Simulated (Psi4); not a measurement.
**GeNH4Cl (SMILES [NH2][GeH2][Cl]) at r2SCAN/def2-SV(P)**

What is the energy change on altering one bond length of GeNH4Cl at r2SCAN/def2-SV(P)? 

Program for the calculation: Psi4 1.11.

6 further runs of the same task are left out: 4 that didn't finish, 2 set aside as unsound or not needed. Runs told in other sessions of the task aren't counted.

## 1. The structure to begin with

GeNH4Cl: 7 atoms, total charge 0, spin state singlet. As SMILES, `[NH2][GeH2][Cl]`. Geometry: relaxed at PBE0-D4/def2-TZVP. This is one conformer, not always the lowest.

Bond lengths: N1–Ge2 1.818 Å, Ge2–Cl3 2.176 Å, N1–H4 1.010 Å, N1–H5 1.010 Å, Ge2–H6 1.530 Å, Ge2–H7 1.530 Å. Angles: N1–Ge2–Cl3 112.8°, N1–Ge2–H6 108.7°, N1–Ge2–H7 108.7°, Cl3–Ge2–H6 105.8°, Cl3–Ge2–H7 105.8°, Ge2–N1–H4 115.0°, Ge2–N1–H5 115.0°, H6–Ge2–H7 115.1°, H4–N1–H5 109.1°.

## 2. A single-point energy at r2SCAN/def2-SV(P)

File input.inp:

```
memory 1600 mb

molecule {
  0 1
  N     -0.792900     0.515500    -0.722700
  Ge     0.579900     0.003300     0.353200
  Cl     0.394500    -2.054600     1.034500
  H     -1.700900     0.526800    -0.279600
  H     -0.858900     0.014700    -1.597700
  H      0.559300     0.864900     1.617200
  H      1.880200     0.061300    -0.450600
  symmetry c1
}

set basis def2-SV(P)
set puream true
set scf_type pk
set dft_radial_points 99
set dft_spherical_points 590

e_tot, wfn = energy("r2scan", return_wfn=True)
```

Launch:

```bash
$ psi4 input.inp input.out -n 1
```

input.out:

```text
[...]
  Running in c1 symmetry.
[...]
  Nuclear repulsion =  274.823479780225739
[...]
  Multiplicity = 1
[...]
  Nalpha       = 30
  Nbeta        = 30
[...]
    Number of basis functions: 72
[...]
   @RKS iter   1: -2592.34184289936729   -1.69831e+00   3.43972e-02 DIIS/ADIIS
[...]
   @RKS iter   9: -2593.88096902979669   -1.21613e-07   7.12640e-07 DIIS
[...]
    Orbital Energies [Eh]
    ---------------------
    Doubly Occupied:
       1A   -398.136843     2A   -101.142580     3A    -49.602400
       4A    -44.104400     5A    -44.103275     6A    -44.103241
       7A    -14.164020     8A     -9.342985     9A     -7.091662
      10A     -7.084901    11A     -7.084657    12A     -6.187823
      13A     -4.343658    14A     -4.339814    15A     -4.339199
      16A     -1.156067    17A     -1.154744    18A     -1.152717
      19A     -1.150242    20A     -1.150235    21A     -0.815721
      22A     -0.754935    23A     -0.524360    24A     -0.467478
      25A     -0.376116    26A     -0.345199    27A     -0.344571
      28A     -0.281143    29A     -0.270690    30A     -0.242148
[...]
  @RKS Final Energy: -2593.88096902979669
   => Energetics <=
    Nuclear Repulsion Energy =            274.8234797802257390
    One-Electron Energy =               -4154.4992694089687575
    Two-Electron Energy =                1401.4884424723641132
    DFT Exchange-Correlation Energy =    -115.6936218734175981
    Empirical Dispersion Energy =           0.0000000000000000
    VV10 Nonlocal Energy =                  0.0000000000000000
    Total Energy =                      -2593.8809690297966881
[...]
 Multipole Moments:
 ------------------------------------------------------------------------------------
     Multipole            Electronic (a.u.)      Nuclear  (a.u.)        Total (a.u.)
 ------------------------------------------------------------------------------------
 L = 1.  Multiply by 2.5417464519 to convert [e a0] to [Debye]
 Dipole X            :          3.2326719           -3.5654866           -0.3328146
 Dipole Y            :          0.4769862           -0.0182592            0.4587270
 Dipole Z            :          1.8791577           -2.2701227           -0.3909649
 Magnitude           :                                                    0.6885126
[...]
```

It took 42 s on 1 thread of Intel Xeon Platinum 8259CL at 2.50GHz (Skylake/Cascade Lake), shared host; peak memory 1.1 GiB.

## 3. The distorted shape, same level

File job.inp:

```
memory 1.6 GB

molecule {
  0 1
  N     -1.891151     0.925264    -1.583428
  Ge     0.579900     0.003300     0.353200
  Cl     0.394500    -2.054600     1.034500
  H     -2.799151     0.936564    -1.140328
  H     -1.957151     0.424464    -2.458428
  H      0.559300     0.864900     1.617200
  H      1.880200     0.061300    -0.450600
  symmetry c1
}

set {
  basis                def2-SV(P)
  puream               true
  scf_type             pk
  dft_radial_points    99
  dft_spherical_points 590
}

energy('r2scan')
```

Launch:

```bash
$ psi4 -n 1 job.inp job.out
```

job.out:

```text
[...]
  Running in c1 symmetry.
[...]
  Nuclear repulsion =  233.199467670539462
[...]
  Multiplicity = 1
[...]
  Nalpha       = 30
  Nbeta        = 30
[...]
    Number of basis functions: 72
[...]
   @RKS iter   1: -2591.57846879123736   -1.41963e+00   3.66229e-02 ADIIS/DIIS
[...]
   @RKS iter  14: -2593.72434926930873   -5.18154e-07   4.60764e-07 DIIS
[...]
    Orbital Energies [Eh]
    ---------------------
    Doubly Occupied:
       1A   -398.163719     2A   -101.172088     3A    -49.629705
       4A    -44.132043     5A    -44.131031     6A    -44.129821
       7A    -14.149548     8A     -9.372000     9A     -7.120936
      10A     -7.114320    11A     -7.113139    12A     -6.212229
      13A     -4.368408    14A     -4.365434    15A     -4.361699
      16A     -1.179377    17A     -1.177158    18A     -1.174932
      19A     -1.174157    20A     -1.172650    21A     -0.781422
      22A     -0.755058    23A     -0.531911    24A     -0.418611
      25A     -0.370052    26A     -0.364780    27A     -0.314033
      28A     -0.292499    29A     -0.248742    30A     -0.191168
[...]
  @RKS Final Energy: -2593.72434926930873
   => Energetics <=
    Nuclear Repulsion Energy =            233.1994676705394625
    One-Electron Energy =               -4070.4092118044486597
    Two-Electron Energy =                1358.9898572373622301
    DFT Exchange-Correlation Energy =    -115.5044623727616226
    Empirical Dispersion Energy =           0.0000000000000000
    VV10 Nonlocal Energy =                  0.0000000000000000
    Total Energy =                      -2593.7243492693087319
[...]
 Multipole Moments:
 ------------------------------------------------------------------------------------
     Multipole            Electronic (a.u.)      Nuclear  (a.u.)        Total (a.u.)
 ------------------------------------------------------------------------------------
 L = 1.  Multiply by 2.5417464519 to convert [e a0] to [Debye]
 Dipole X            :          6.7054252           -6.5283008            0.1771244
 Dipole Y            :         -0.9767589            1.0871845            0.1104256
 Dipole Z            :          4.6622923           -4.5921575            0.0701347
 Magnitude           :                                                    0.2201948
[...]
```

Run time: 59 s. Hardware: 1 thread of Intel Xeon Platinum 8259CL at 2.50GHz (Skylake/Cascade Lake), shared host; peak memory 0.95 GiB.

## 4. Outcome

At r2SCAN/def2-SV(P):

| quantity | value |
| --- | --- |
| first shape: total energy | -2593.88097 Eh |
| first shape: dipole moment | 1.75 D |
| first shape: HOMO energy | -6.59 eV |
| first shape: LUMO energy | 0.03 eV |
| first shape: HOMO–LUMO gap | 6.62 eV |
| distorted shape: total energy | -2593.72435 Eh |
| distorted shape: dipole moment | 0.56 D |
| distorted shape: HOMO energy | -5.20 eV |
| distorted shape: LUMO energy | -4.32 eV |
| distorted shape: HOMO–LUMO gap | 0.88 eV |
| energy change with the N1–Ge2 bond stretched from 1.818 to 3.272 Å | 4.262 eV |

One bond (distorted shape) is far stretched, which a spin-restricted single reference describes badly; a broken-symmetry solution may lie lower. With the N1–Ge2 bond stretched from 1.818 to 3.272 Å the energy rises by 4.26 eV (411 kJ/mol). The first shape isn't relaxed at this level, so the change isn't measured from a minimum. A restricted reference can't describe the breaking bond well at this length.
